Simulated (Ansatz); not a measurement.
Crystal: NiMoIrPdW.

```xyz
5
Lattice="2.3446 -1.4314 0.0091 2.3446 1.4314 0.0091 -2.2060 0.0000 10.9237" Properties=species:S:1:pos:R:3 pbc="T T T"
Ni    1.6857    0.0000    3.2343
Mo   -0.5221    0.0000    9.9690
Pd    0.0775    0.0000    5.3638
Ir    3.2778    0.0000    1.1936
W     1.6891    0.0000    7.5942
```

The cell was built by a generator and needn't be a form met in nature.

Base run:

- Program: Ansatz 0.2.0
- Functional: PBEsol
- Potentials or basis: Ansatz PAW
- Cutoff: 420 eV
- Density cutoff: 1680 eV
- k mesh: 11 × 11 × 3
- Occupations: fermi-dirac, width 0.05 eV
- Spin: collinear spin, ferromagnetic start
- Starting moments: [1.0, 1.0, 0.0, 0.6, 0.0] μB

Its results: band gap on the k mesh none (metal or under the smearing width); pressure -9.1 GPa; net moment 0.00 μB per cell; largest force 0.063 eV/Å.

Q: The run is repeated on the same cell with these changes: functional from PBEsol to BLYP. What comes out?

A: Band gap on the k mesh none (metal or under the smearing width); pressure 11.1 GPa; net moment 0.00 μB per cell; largest force 0.245 eV/Å.

BLYP binds less tightly than PBEsol, so the same cell stands under more pressure.

Caveats: the PAW data sets come from PBE, with cores solved anew for the run's functional, which leaves a small shift of forces and pressure; the potentials were made for another functional, which shifts forces and pressure (some runs).

Not every run made on this cell is shown here.
